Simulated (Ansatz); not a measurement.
# Rh: the cost of one run

All numbers are computed with the Python package of Ansatz 0.2.0. The levels of theory stand in the script.

**1. The system**

It takes space group P6_3/mmc (No. 194, hexagonal). The conventional cell has a = 2.692 Å, b = 2.692 Å, c = 8.798 Å, α = 90.00°, β = 90.00°, γ = 120.00°. Rh (site symmetry -3m) is surrounded by 12 Rh at 2.69 Å. Rh (site symmetry -6m2) is surrounded by 12 Rh at 2.69 Å.

The script holds or builds the structure itself.

**2. The script**

Input file nc_paw.py:

```python
'''Norm-conserving against PAW potentials for Rh.'''

import ansatz
import numpy as np
import pandas as pd


def count_gap(report):
    # lowest empty less highest filled band, counting bands; zero where they overlap
    return max(report.get('gap_by_band_count_ev') or 0.0, 0.0)

vectors = np.array([
    [2.69174, 0.0, 0.0],
    [-1.34587, 2.33112, 0.0],
    [0.0, 0.0, 8.79807],
])
cell = (
    ansatz.Lattice.of(vectors)
    .atom('Rh', (0.0, 0.0, 0.0))
    .atom('Rh', (1 / 3, 2 / 3, 0.25))
    .atom('Rh', (0.0, 0.0, 0.5))
    .atom('Rh', (2 / 3, 1 / 3, 0.75))
)

job = cell.calculation()
job = job.functional('pbesol')
job = job.occupations('fermi_dirac')
job = job.kpoints(9, 9, 3)
job = job.stress()
job = job.forces().band_table()
variants = {
    'PAW': job.pseudopotentials('paw'),
    'norm-conserving': job.pseudopotentials('nc'),
}
# totals differ by the cores that each treatment holds, so compare what does not depend on them
rows = []
for label, variant in variants.items():
    rep = variant.run(threads=1, backend='cpu').report
    levels = np.array(rep['eigenvalues_ev'][0]) - rep['fermi_energy_ev']
    print(label, 'levels at the first k-point near E_F:', np.round(levels[np.abs(levels) < 5], 3))
    rows.append((label, rep['n_electrons'], np.trace(rep['stress_gpa']) / 3, float(np.abs(rep['forces_ev_ang']).max()), count_gap(rep)))
print(pd.DataFrame(rows, columns=['treatment', 'electrons in bands', 'P GPa', 'max force component eV/A', 'gap by band count eV']).round(4).to_string(index=False))
```

**3. What the engine is handed**

The package turns the script's settings into the engine's input (first run):

```yaml
crystal:
  lattice:
    - [2.69174, 0.0, 0.0]
    - [-1.34587, 2.33112, 0.0]
    - [0.0, 0.0, 8.79807]
  atoms:
    - { symbol: Rh, position: [0.0, 0.0, 0.0] }
    - { symbol: Rh, position: [0.3333333333333333, 0.6666666666666666, 0.25] }
    - { symbol: Rh, position: [0.0, 0.0, 0.5] }
    - { symbol: Rh, position: [0.6666666666666666, 0.3333333333333333, 0.75] }
kpoints:
  mp_grid:
    grid: [9, 9, 3]
hamiltonian:
  xc: pbesol
  pseudopotentials:
    kind: paw
scf:
  occupations:
    method: fermi_dirac
output:
  forces: true
  stress: true
  eigenvalues: true
```

**4. The run**

The run is started by

```console
> python nc_paw.py
```

Q: Estimate wall time and peak memory on 1 thread of Arm Neoverse V2, shared host.

About 13 s, with a peak of 0.58 GiB.
